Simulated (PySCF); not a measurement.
# The bond of HgS, level by level

The task here is to estimate one member of a computed series from the others.

The runs use PySCF 2.14.0; Hg def2-TZVPP with ECP60, S def2-TZVPP, scalar-relativistic core potentials.

Set-up of the first run:

The job is set up so:

```
atoms                         : Hg, S
charge                        : 0
basis                         : Hg def2-TZVPP with ECP60, S def2-TZVPP
Hamiltonian                   : scalar-relativistic core potentials
basis functions               : 101
electrons treated             : 36
masses in u                   : 201.9706, 31.9721
levels                        : PBE0, PBE, r²SCAN, r²SCAN0, M06-2X, PW91, BP86, LC-ωPBE, HF, MP2, SCS-MP2, CCSD, CCSD(T)
grid                          : 80 radial by 434 angular points
occupations                   : held fixed by the projection of orbital angular momentum
dissociation limit            : Hg + S, each in its ground configuration
starting distance in angstrom : 2.360
values of 2S to try           : 0, 2
```

Launch:

```console
> OMP_NUM_THREADS=2 python dia.py task.json out
```

Among the steps run: The job; PBE0 along the bond; Other states along the same grid; PBE (GGA); r²SCAN (meta-GGA); r²SCAN0; M06-2X; PW91 (GGA); BP86; LC-ωPBE (range-separated hybrid); ROHF; Adding correlation.

One table of the session follows, with a row left open; its other results are not shown here.

It belongs to the step «The curves together». Energy (eV) from each level's lowest point:

| R (Å) | ROHF | ROHF-MP2 | ROHF-SCS-MP2 | ROHF-CCSD | ROHF-CCSD(T) |
| --- | --- | --- | --- | --- | --- |
| 2.174 | 0.704 | 0.615 | 0.694 | n/a | n/a |
| 2.275 | 0.377 | 0.378 | 0.427 | 0.224 | 0.220 |
| 2.376 | 0.222 | 0.269 | 0.294 | 0.075 | 0.073 |
| 2.452 | 0.182 | 0.230 | 0.241 | 0.024 | 0.021 |
| 2.528 | ? | ? | ? | ? | ? |
| 2.604 | 0.208 | 0.093 | 0.092 | 0.000 | 0.000 |
| 2.705 | 0.200 | 0.000 | 0.000 | 0.005 | 0.017 |
| 2.831 | 0.144 | 0.047 | 0.032 | 0.021 | 0.047 |
| 2.983 | 0.074 | 0.086 | 0.055 | 0.036 | 0.076 |
| 3.185 | 0.000 | 0.117 | 0.068 | n/a | n/a |

**Question.** Estimate the row for R (Å) = 2.528.

Worked estimate for «ROHF». A straight line through the neighbours (2.452, 0.182) and (2.604, 0.208) gives 0.182 + (0.208 − 0.182) × (2.528 − 2.452) / (2.604 − 2.452) = 0.195; a parabola fitted to 4 rows on both sides gives 0.193.

As computed: ROHF: 0.185; ROHF-MP2: 0.192; ROHF-SCS-MP2: 0.193; ROHF-CCSD: 0.004; ROHF-CCSD(T): 0.002. In «ROHF» the line misses by +0.010 and the parabola by +0.008.
